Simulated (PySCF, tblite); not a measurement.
# C3H10O2SSi2: geometry, infrared bands and NMR shifts

What infrared bands and NMR shifts should C3H10O2SSi2 (`C[SiH2]CS[Si@@H](O)C=O`) show?

The runs use tblite 0.8.0 and PySCF 2.14.0, with density-fitted response routines of our own; the level of theory stands in each step. All values are computed, except where a source is named. Atoms are numbered from 0 throughout.

## (1) Starting geometry

18 atoms, charge 0, multiplicity 1; geometry from: force field or distance geometry start.

Bonds of the start (Å): C0–Si1 1.90, Si1–C2 1.85, C2–S3 1.80, S3–Si4 2.15, Si4–O5 1.71, Si4–C6 1.86, C6–O7 1.22, C0–H8 1.10, C0–H9 1.10, C0–H10 1.09, Si1–H11 1.48, Si1–H12 1.48, C2–H13 1.12, C2–H14 1.12, Si4–H15 1.47, O5–H16 1.01, C6–H17 1.10.

## (2) Relaxing the molecule with GFN2-xTB

The job: settings as JSON, then the geometry in Å.

```
{"job": {"kind": "relax", "xc": "GFN2-xTB", "basis": "xTB"}, "charge": 0, "multiplicity": 1}
C      3.419100     0.121000    -0.178900
Si     1.627800    -0.516300    -0.168500
C      0.572100     0.641000    -1.153900
S     -0.898800    -0.106700    -1.868100
Si    -2.279200    -0.699900    -0.324800
O     -1.505000    -0.394800     1.163400
C     -3.805200     0.365300    -0.349900
O     -4.702600     0.214100     0.466100
H      3.426200     1.033300     0.439600
H      3.674000     0.343400    -1.229000
H      4.048700    -0.662300     0.255700
H      1.136700    -0.626700     1.223100
H      1.643000    -1.850600    -0.811600
H      1.210600     1.010800    -1.991200
H      0.352600     1.516700    -0.484600
H     -2.634500    -2.126700    -0.376100
H     -1.445000     0.610700     1.242100
H     -3.849100     1.133800    -1.129900
```

On the command line:

```bash
> OMP_NUM_THREADS=1 python probes_run.py task.json out
```

One launch serves the whole session: the jobs run in the order shown.

**Question.** This job is followed by: GFN2-xTB harmonic vibrations, gas phase; GIAO PBE0/pcSseg-1 NMR shielding, non-relativistic, gas phase. What will the session give for the following? strongest single infrared mode (GFN2-xTB); zero-point energy (GFN2-xTB); ¹³C shifts against TMS (PBE0/pcSseg-1); ¹H shifts against TMS (PBE0/pcSseg-1, means over atoms taken as alike); ²⁹Si shifts against TMS (PBE0/pcSseg-1); ³³S shifts against CS2 (PBE0/pcSseg-1); ¹⁷O shifts against H2O (PBE0/pcSseg-1); surface potential, 1st and 99th percentile.

The runs gave:

```
                                                              quantity                                                value
                             strongest single infrared mode (GFN2-xTB)                                 810 cm⁻¹, 301 km/mol
                                          zero-point energy (GFN2-xTB)                                        76.3 kcal/mol
                                ¹³C shifts against TMS (PBE0/pcSseg-1)                                 246.7, 6.9, -5.5 ppm
¹H shifts against TMS (PBE0/pcSseg-1, means over atoms taken as alike)  11.78, 5.52, 4.39, 4.23, 2.62, 2.44, 1.83, 0.18 ppm
                               ²⁹Si shifts against TMS (PBE0/pcSseg-1)                                     -34.3, -44.5 ppm
                                ³³S shifts against CS2 (PBE0/pcSseg-1)                                             -151 ppm
                                ¹⁷O shifts against H2O (PBE0/pcSseg-1)                                      918.9, 13.7 ppm
                                 surface potential, 1st and 99th percentile                                   -1.22 V and 1.80 V
```

**Reading.** Relaxing lowered the energy by 0.801 eV in 182 steps; the close pair that moved most is Si4–O5, from 1.705 to 1.621 Å. All 48 modes are real, so the xTB geometry is a minimum. The strongest single mode, at 810 cm⁻¹, moves mainly H16. GFN2-xTB is a fitted tight-binding method: band positions and strengths are rough. Its intensities can rank the bands wrongly. At PBE0/pcSseg-1: The widest tensor belongs to O7: span 2054 ppm, with a paramagnetic part of -978 ppm. By nearest atom (PBE0/pcSseg-1), the HOMO sits on S3 58 %; O7 9 % and the LUMO on C6 43 %; O7 32 %.
